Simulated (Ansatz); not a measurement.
Zr3S2:

```
Zr S
1.0
     2.90254    1.67578    3.48777
    -2.90254    1.67578    3.48777
     0.00000   -3.35156    3.48777
Zr S
3 2
Direct
  0.83873 0.50000 0.16127
  0.50000 0.16127 0.83873
  0.16127 0.83873 0.50000
  0.66502 0.66502 0.66502
  0.33498 0.33498 0.33498
```

The cell comes from a database or a generator and needn't be the stable form of this composition.

Program: Ansatz 0.2.0. Alike in all runs: potentials or basis Ansatz PAW; no spin polarisation; cell as given; k mesh 6 × 6 × 6; cutoff (eV) 420; smearing fermi-dirac 0.05 eV.

Problem. Order these runs on this cell by their pressure, lowest first.
A. level PBEsol
B. level LDA; points for each segment of the path 14
C. level PBE; points for each segment of the path 14

Solution. B (-7.6 GPa), A (-5.1 GPa), C (-0.9 GPa).

Caveats: the PAW data sets come from PBE, with cores solved anew for the run's functional, which leaves a small shift of forces and pressure (some runs).

Not every run made on this cell is shown here.
